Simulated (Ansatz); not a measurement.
**MoSF₄: an energy map over angle F4–Mo2–F5 and angle S6–Mo2–F5**

Aim: map the energy of F₄MoS, SMILES [F][Mo]([F])([F])([F])=[S] over two coordinates, and find its wells, ridges and stiffness.

Method: RKS PBE0-D4/def2-SVP; program: Ansatz 0.2.0.

### 1 Where the work starts

SMILES `[F][Mo]([F])([F])([F])=[S]`, 6 atoms, charge 0, spin multiplicity 1.

Atoms are counted from 1 here; the program's logs count them from 0.

Bond lengths: F1–Mo2 1.854 Å, Mo2–F3 1.854 Å, Mo2–F4 1.854 Å, Mo2–F5 1.854 Å, Mo2–S6 2.097 Å. Angles: F1–Mo2–F3 86.1°, F1–Mo2–F4 149.9°, F1–Mo2–F5 86.1°, F1–Mo2–S6 105.1°, F3–Mo2–F4 86.1°, F3–Mo2–F5 150.0°, F3–Mo2–S6 105.0°, F4–Mo2–F5 86.1°, F4–Mo2–S6 105.1°, F5–Mo2–S6 105.0°.

Coordinates:

```xyz
6
F4MoS
F    -1.0511    0.3102   -1.5060
Mo    0.0058   -0.0358   -0.0221
F    -1.4743   -0.9113    0.6722
F     1.0204   -1.2174    0.9844
F     1.4438    0.0067   -1.1922
S     0.0976    1.7836    1.0175
```

This geometry comes from a loose relaxation at PBE in a small basis, which is not shown.

### 2 Geometry optimisation

input.yaml

```yaml
crystal:
  periodic: [false, false, false]
  atoms:
    - { symbol: F, position_ang: [-1.051108, 0.310178, -1.505955] }
    - { symbol: Mo, position_ang: [0.005757, -0.035819, -0.022054] }
    - { symbol: F, position_ang: [-1.474319, -0.911256, 0.672206] }
    - { symbol: F, position_ang: [1.020433, -1.217358, 0.984442] }
    - { symbol: F, position_ang: [1.443786, 0.006671, -1.192197] }
    - { symbol: S, position_ang: [0.097552, 1.783584, 1.017457] }
basis:
  gaussian: { orbitals: def2-SVP }
hamiltonian:
  xc: pbe0
  dispersion: d4
output:
  forces: true
relax:
  f_tol: 0.003
  max_steps: 120
```

Started as:

```sh
ansatz run input.yaml --threads 1 --pin off --max-ram 2560MiB --backend cpu --events-out ev --progress --plain --runs-dir out
```

What it wrote, shortened:

```text
Warning: RAYON_NUM_THREADS=1 ignored (pool sized by the plan → 1); use --threads N
[...]
Functional definition: PBE0
[...]
1089 factors; integrals over basis functions are off by at most 1.8e-4 eV
[...]
mean field -23537.56337905 eV, -864.9894998465 hartree, gradient 1.4e-5 eV, S^2 0.000000; 0 other end points of the search recorded, 0 dependent functions left out
[...]
reference -23537.56343442 eV, -864.9895018813 hartree; 33, 33 occupied and 72, 72 virtual orbitals, 1089 factors
relax step   1: F+E_penalty+E_count = -23537.70563686 eV  Δ(F+E_penalty+E_count) = +0.000e0 eV  max|allowed force component| = 9.678e-1 eV/Å  Δτ_max = 0.0000 Å  (31 SCF iters, accepted)
[...]
relax step   4: F+E_penalty+E_count = -23537.75363287 eV  Δ(F+E_penalty+E_count) = -1.930e-4 eV  max|allowed force component| = 6.520e-3 eV/Å  Δτ_max = 0.0020 Å  (28 SCF iters, accepted)
[...]
relax step   5: F+E_penalty+E_count = -23537.75363676 eV  Δ(F+E_penalty+E_count) = -3.889e-6 eV  max|allowed force component| = 3.742e-4 eV/Å  Δτ_max = 0.0003 Å  (23 SCF iters, accepted)
1089 factors; integrals over basis functions are off by at most 2.0e-4 eV
mean field -23537.61016406 eV, -864.9912191638 hartree, gradient 4.4e-5 eV, S^2 0.000000; 1 other end points of the search recorded, 0 dependent functions left out
[...]
reference -23537.61021943 eV, -864.9912211989 hartree; 33, 33 occupied and 72, 72 virtual orbitals, 1089 factors
Total energy: -23537.75369214 eV, -864.9964937237 hartree
Atom 0 at    -1.038584     0.305989    -1.488365 Å, force    -0.000244     0.000113    -0.000331 eV/Å
Atom 1 at     0.005994    -0.030944    -0.019269 Å, force     0.000012     0.000340     0.000192 eV/Å
Atom 2 at    -1.456501    -0.901838     0.663109 Å, force    -0.000092    -0.000318    -0.000116 eV/Å
Atom 3 at     1.008398    -1.203359     0.972466 Å, force     0.000239    -0.000243     0.000258 eV/Å
Atom 4 at     1.426342     0.004988    -1.178711 Å, force     0.000064    -0.000265    -0.000219 eV/Å
Atom 5 at     0.096453     1.761164     1.004670 Å, force     0.000022     0.000374     0.000216 eV/Å
Dipole moment:     0.013056     0.258657     0.147787 e Å
```

It took 39 s on 1 thread of Intel Xeon Platinum 8259CL at 2.50GHz (Skylake/Cascade Lake), shared host; peak memory 0.27 GiB.

The steps of the relaxation:

| step | energy from step 1 (eV) | largest force component (eV/Å) |
| --- | --- | --- |
| 1 | 0.0000 | 0.9678 |
| 2 | -0.0374 | 0.7570 |
| 3 | -0.0478 | 0.0414 |
| 4 | -0.0480 | 0.0065 |
| 5 | -0.0480 | 0.0004 |

Distances of close pairs at the start and the end, largest changes first:

| bond | before (Å) | after (Å) | change (Å) |
| --- | --- | --- | --- |
| Mo2–S6 | 2.097 | 2.066 | -0.031 |
| Mo2–F3 | 1.854 | 1.834 | -0.021 |
| Mo2–F5 | 1.854 | 1.834 | -0.021 |
| F1–Mo2 | 1.854 | 1.834 | -0.021 |
| Mo2–F4 | 1.854 | 1.834 | -0.021 |

### 3 Setting up the map

The axes are (1) angle F4–Mo2–F5: 9 values from 41.0 to 131.0 °; (2) angle S6–Mo2–F5: 9 values from 80.2 to 130.2 °.

Nothing else is relaxed (all other coordinates rigid). Energies count from the relaxed molecule at the same level.

Of the runs on the grid, 3 are shown in the steps below; the others differ only in the two coordinates.

### 4 Point angle F4–Mo2–F5 = 108.5°, angle S6–Mo2–F5 = 124.0°

input.yaml

```yaml
crystal:
  periodic: [false, false, false]
  atoms:
    - { symbol: F, position_ang: [-1.038584, 0.305989, -1.488365] }
    - { symbol: Mo, position_ang: [0.005994, -0.030944, -0.019269] }
    - { symbol: F, position_ang: [-1.456501, -0.901838, 0.663109] }
    - { symbol: F, position_ang: [0.415132, -1.159178, 1.36731] }
    - { symbol: F, position_ang: [1.426342, 0.004988, -1.178711] }
    - { symbol: S, position_ang: [-0.450277, 1.495243, 1.296351] }
basis:
  gaussian: { orbitals: def2-SVP }
hamiltonian:
  xc: pbe0
  dispersion: d4
output:
  forces: true
```

Started as:

```sh
ansatz run input.yaml --threads 1 --pin off --max-ram 2560MiB --backend cpu --events-out ev --progress --plain --runs-dir out
```

What it wrote, shortened:

```text
Warning: RAYON_NUM_THREADS=1 ignored (pool sized by the plan → 1); use --threads N
[...]
Functional definition: PBE0
[...]
994 factors; integrals over basis functions are off by at most 7.2e-4 eV
[...]
mean field -23535.92723127 eV, -864.9293725246 hartree, gradient 1.1e-5 eV, S^2 0.000000; 0 other end points of the search recorded, 0 dependent functions left out
[...]
reference -23535.92728521 eV, -864.9293745071 hartree; 33, 33 occupied and 72, 72 virtual orbitals, 994 factors
Total energy: -23536.07117134 eV, -864.9346622247 hartree
Atom 0 at    -1.038584     0.305989    -1.488365 Å, force    -0.120239    -0.127526     0.127843 eV/Å
Atom 1 at     0.005994    -0.030944    -0.019269 Å, force    -2.326404    -0.234860     2.319466 eV/Å
Atom 2 at    -1.456501    -0.901838     0.663109 Å, force    -3.195503    -0.614813    -2.181985 eV/Å
Atom 3 at     0.415132    -1.159178     1.367310 Å, force     3.894188    -0.697839    -0.050989 eV/Å
Atom 4 at     1.426342     0.004988    -1.178711 Å, force     0.651439     0.033672     0.505407 eV/Å
Atom 5 at    -0.450277     1.495243     1.296351 Å, force     1.096519     1.641365    -0.719743 eV/Å
Dipole moment:     0.227683     0.268505     0.066836 e Å
```

It took 6.3 s on 1 thread of Intel Xeon Platinum 8259CL at 2.50GHz (Skylake/Cascade Lake), shared host; peak memory 0.24 GiB.

On the map this point reads 39 kcal/mol.

### 5 Grid point angle F4–Mo2–F5 = 97.3°, angle S6–Mo2–F5 = 111.5°

input.yaml: that of step 4 with these lines changed.

```diff
@@ -6,5 +6,5 @@
     - { symbol: F, position_ang: [-1.456501, -0.901838, 0.663109] }
-    - { symbol: F, position_ang: [0.415132, -1.159178, 1.36731] }
+    - { symbol: F, position_ang: [0.72484, -1.203655, 1.193544] }
     - { symbol: F, position_ang: [1.426342, 0.004988, -1.178711] }
-    - { symbol: S, position_ang: [-0.450277, 1.495243, 1.296351] }
+    - { symbol: S, position_ang: [-0.088318, 1.692443, 1.116217] }
 basis:
```

Started as:

```sh
ansatz run input.yaml --threads 1 --pin off --max-ram 2560MiB --backend cpu --events-out ev --progress --plain --runs-dir out
```

What it wrote, shortened:

```text
Warning: RAYON_NUM_THREADS=1 ignored (pool sized by the plan → 1); use --threads N
[...]
Functional definition: PBE0
[...]
993 factors; integrals over basis functions are off by at most 7.2e-4 eV
[...]
mean field -23537.31394743 eV, -864.9803334036 hartree, gradient 3.0e-5 eV, S^2 0.000000; 0 other end points of the search recorded, 0 dependent functions left out
[...]
reference -23537.31400256 eV, -864.9803354297 hartree; 33, 33 occupied and 72, 72 virtual orbitals, 993 factors
Total energy: -23537.45767836 eV, -864.9856154178 hartree
Atom 0 at    -1.038584     0.305989    -1.488365 Å, force    -0.105028    -0.050092     0.045113 eV/Å
Atom 1 at     0.005994    -0.030944    -0.019269 Å, force    -0.939730    -0.081703     0.968679 eV/Å
Atom 2 at    -1.456501    -0.901838     0.663109 Å, force    -0.902540     0.000700    -0.657897 eV/Å
Atom 3 at     0.724840    -1.203655     1.193544 Å, force     1.328567    -0.044150    -0.434016 eV/Å
Atom 4 at     1.426342     0.004988    -1.178711 Å, force     0.261761    -0.122687     0.433017 eV/Å
Atom 5 at    -0.088318     1.692443     1.116217 Å, force     0.356970     0.297932    -0.354896 eV/Å
Dipole moment:     0.119488     0.269886     0.088924 e Å
```

Wall time 11 s (1 thread of Intel Xeon Platinum 8259CL at 2.50GHz (Skylake/Cascade Lake), shared host); peak memory 0.24 GiB.

Energy on the map's scale: 7 kcal/mol.

### 6 The run at angle F4–Mo2–F5 = 86.0°, angle S6–Mo2–F5 = 105.2°

input.yaml: that of step 5 with these lines changed.

```diff
@@ -6,5 +6,5 @@
     - { symbol: F, position_ang: [-1.456501, -0.901838, 0.663109] }
-    - { symbol: F, position_ang: [0.72484, -1.203655, 1.193544] }
+    - { symbol: F, position_ang: [1.009532, -1.20326, 0.971435] }
     - { symbol: F, position_ang: [1.426342, 0.004988, -1.178711] }
-    - { symbol: S, position_ang: [-0.088318, 1.692443, 1.116217] }
+    - { symbol: S, position_ang: [0.096898, 1.761304, 1.004386] }
 basis:
```

Started as:

```sh
ansatz run input.yaml --threads 1 --pin off --max-ram 2560MiB --backend cpu --events-out ev --progress --plain --runs-dir out
```

What it wrote, shortened:

```text
Warning: RAYON_NUM_THREADS=1 ignored (pool sized by the plan → 1); use --threads N
[...]
Functional definition: PBE0
[...]
991 factors; integrals over basis functions are off by at most 7.2e-4 eV
[...]
mean field -23537.61005831 eV, -864.9912152779 hartree, gradient 1.9e-5 eV, S^2 0.000000; 0 other end points of the search recorded, 0 dependent functions left out
[...]
reference -23537.61011369 eV, -864.9912173130 hartree; 33, 33 occupied and 72, 72 virtual orbitals, 991 factors
Total energy: -23537.75358563 eV, -864.9964898094 hartree
Atom 0 at    -1.038584     0.305989    -1.488365 Å, force     0.000308     0.000365    -0.000394 eV/Å
Atom 1 at     0.005994    -0.030944    -0.019269 Å, force     0.003140     0.000299    -0.003104 eV/Å
Atom 2 at    -1.456501    -0.901838     0.663109 Å, force     0.002254    -0.000809     0.001700 eV/Å
Atom 3 at     1.009532    -1.203260     0.971435 Å, force    -0.004072    -0.001018     0.003564 eV/Å
Atom 4 at     1.426342     0.004988    -1.178711 Å, force    -0.000881     0.001245    -0.003035 eV/Å
Atom 5 at     0.096898     1.761304     1.004386 Å, force    -0.000750    -0.000083     0.001270 eV/Å
Dipole moment:     0.012627     0.258586     0.148093 e Å
```

Wall time 6.9 s (1 thread of Intel Xeon Platinum 8259CL at 2.50GHz (Skylake/Cascade Lake), shared host); peak memory 0.24 GiB.

Energy on the map's scale: 0 kcal/mol.

### 7 The map

81 points were computed. Energies in kcal/mol, from the relaxed molecule at the same level:

| angle S6–Mo2–F5 (°) ↓, angle F4–Mo2–F5 (°) → | 41.0 | 52.3 | 63.5 | 74.8 | 86.0 | 97.3 | 108.5 | 119.8 | 131.0 |
| --- | --- | --- | --- | --- | --- | --- | --- | --- | --- |
| 130.2 | 301 | 131 | 55 | 29 | 23 | 30 | 51 | 99 | 201 |
| 124.0 | 291 | 119 | 44 | 18 | 13 | 19 | 39 | 85 | 184 |
| 117.7 | 284 | 112 | 36 | 11 | 5 | 11 | 30 | 75 | 172 |
| 111.5 | 280 | 107 | 32 | 7 | 1 | 7 | 25 | 69 | 164 |
| 105.2 | 279 | 105 | 31 | 6 | 0 | 5 | 23 | 66 | 160 |
| 99.0 | 280 | 107 | 32 | 7 | 1 | 6 | 24 | 66 | 160 |
| 92.7 | 284 | 111 | 36 | 11 | 5 | 10 | 28 | 69 | 162 |
| 86.5 | 290 | 118 | 43 | 19 | 12 | 17 | 34 | 76 | 168 |
| 80.2 | 299 | 129 | 55 | 30 | 24 | 28 | 45 | 86 | 179 |

On the same grid, largest force on an atom (eV/Å):

```
angle S6–Mo2–F5 (°) ↓, angle F4–Mo2–F5 (°) →  41.0  52.3  63.5  74.8  86.0  97.3  108.5  119.8  131.0
                                       130.2  29.0  16.3   5.3   2.7   2.7   3.0    4.5   10.2   22.2
                                       124.0  29.2  16.2   5.2   1.8   1.8   2.6    4.0    9.8   22.0
                                       117.7  29.3  16.2   5.2   1.6   1.2   2.0    3.8    9.6   21.9
                                       111.5  29.4  16.1   5.2   1.6   0.6   1.4    3.7    9.5   21.9
                                       105.2  29.5  16.1   5.1   1.6   0.0   1.4    3.7    9.5   21.9
                                        99.0  29.6  16.0   5.1   1.6   0.6   1.3    3.7    9.5   22.0
                                        92.7  29.6  16.0   5.1   1.9   1.3   1.3    3.6    9.5   22.0
                                        86.5  29.4  16.1   5.1   2.5   1.8   1.8    3.7    9.5   22.0
                                        80.2  28.8  16.2   5.4   2.9   2.7   2.7    3.7    9.6   22.0
```

### 8 What came out

| quantity | value |
| --- | --- |
| lowest point | angle F4–Mo2–F5 = 86.0°, angle S6–Mo2–F5 = 105.2°, 0 kcal/mol |
| highest computed point | angle F4–Mo2–F5 = 41.0°, angle S6–Mo2–F5 = 130.2°, 301 kcal/mol above the lowest |
| largest force on an atom (eV/Å) | 0.0 at angle F4–Mo2–F5 = 86.0°, angle S6–Mo2–F5 = 105.2° to 29.6 at angle F4–Mo2–F5 = 41.0°, angle S6–Mo2–F5 = 99.0°; 0.0 at the lowest point |
| time for the whole task | 13 min on 1 thread, shared host |

**Reading.** The lowest computed point is at angle F4–Mo2–F5 = 86.0°, angle S6–Mo2–F5 = 105.2°, 0 kcal/mol from the relaxed molecule at the same level. No other kind of well shows on this grid. The highest computed point, angle F4–Mo2–F5 = 41.0°, angle S6–Mo2–F5 = 130.2°, lies 301 kcal/mol above the lowest. Round the minimum the two coordinates are nearly uncoupled.
